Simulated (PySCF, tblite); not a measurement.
# C₆H₇FOSi: geometry, infrared bands and NMR shifts

Wanted: the infrared bands and NMR shifts of C₆H₇FOSi (`C#C[C@@H]1C(=C)[C@@H]1O[SiH2]F`), by calculation.

Computed with tblite 0.8.0 and PySCF 2.14.0, with density-fitted response routines of our own, on a single molecule in the gas phase. Atoms are numbered from 0 throughout.

### 1 The starting structure

16 atoms, charge 0, multiplicity 1; geometry from: force field or distance geometry start.

Bonds of the start (Å): C0–C1 1.20, C1–C2 1.44, C2–C3 1.41, C3–C4 1.33, C3–C5 1.41, C5–O6 1.45, O6–Si7 1.66, Si7–F8 1.60, C5–C2 1.61, C0–H9 1.05, C2–H10 1.08, C4–H11 1.08, C4–H12 1.09, C5–H13 1.08, Si7–H14 1.49, Si7–H15 1.49.

### 2 Relaxing the molecule with GFN2-xTB

Job settings and geometry (Å):

```
{"job": {"kind": "relax", "xc": "GFN2-xTB", "basis": "xTB"}, "charge": 0, "multiplicity": 1}
C      2.669100     1.110700    -1.494300
C      2.008300     0.907400    -0.514100
C      1.253400     0.649500     0.686700
C      0.513000    -0.514900     0.958600
C      0.581700    -1.780100     1.360800
C     -0.347000     0.526900     0.560100
O     -0.874300     0.662000    -0.779400
Si    -2.376300     0.026500    -1.063900
F     -3.373900     0.549400     0.072900
H      3.225400     1.298100    -2.369800
H      1.603800     1.174100     1.561800
H      1.534700    -2.240800     1.583400
H     -0.315300    -2.385200     1.454600
H     -0.893600     1.012200     1.361100
H     -2.880400     0.472900    -2.393300
H     -2.336000    -1.459700    -0.996600
```

On the command line:

```sh
> OMP_NUM_THREADS=1 python probes_run.py task.json out
```

The driver reads the jobs from task.json and runs them one after another.

**Question.** This job is followed by: GFN2-xTB harmonic vibrations, gas phase; GIAO PBE0/pcSseg-1 NMR shielding, non-relativistic, gas phase. What will the session give for the following? strongest single infrared mode (GFN2-xTB); zero-point energy (GFN2-xTB); ¹³C shifts against TMS (PBE0/pcSseg-1); ¹H shifts against TMS (PBE0/pcSseg-1); ¹⁷O shifts against H2O (PBE0/pcSseg-1); ²⁹Si shifts against TMS (PBE0/pcSseg-1); ¹⁹F shifts against CFCl3 (PBE0/pcSseg-1); surface potential, 1st and 99th percentile.

As calculated:

```
                                 quantity                                         value
strongest single infrared mode (GFN2-xTB)                         2328 cm⁻¹, 331 km/mol
             zero-point energy (GFN2-xTB)                                 66.9 kcal/mol
   ¹³C shifts against TMS (PBE0/pcSseg-1)      140.9, 117.6, 86.7, 77.9, 57.6, 17.2 ppm
    ¹H shifts against TMS (PBE0/pcSseg-1)  6.34, 6.23, 5.28, 4.87, 4.41, 2.24, 1.36 ppm
   ¹⁷O shifts against H2O (PBE0/pcSseg-1)                                      48.2 ppm
  ²⁹Si shifts against TMS (PBE0/pcSseg-1)                                     -36.4 ppm
 ¹⁹F shifts against CFCl3 (PBE0/pcSseg-1)                                    -171.0 ppm
    surface potential, 1st and 99th percentile                            -1.31 V and 1.48 V
```

What this shows: Over 156 steps the energy fell by 0.635 eV; of the close pairs, C5–O6 changed most, 1.446 to 1.370 Å. No mode is imaginary among the 42: a minimum at this level. The strongest single mode, at 2328 cm⁻¹, moves mainly H15. GFN2-xTB is a fitted tight-binding method: band positions and strengths are rough. Its intensities can rank the bands wrongly. C3 (fully substituted alkene carbon) lies farthest downfield among carbon, at 140.9 ppm; as expected for a trigonal carbon in a double bond. At PBE0/pcSseg-1: The widest tensor belongs to C1: span 291 ppm, with a paramagnetic part of -157 ppm. At PBE0/pcSseg-1, counted by nearest atom on the grid, the HOMO lies on C0 24 %; C1, C2 about 13 % each, the LUMO on C3, C4 about 26 % each; H10, H11, H12 about 8 % each.
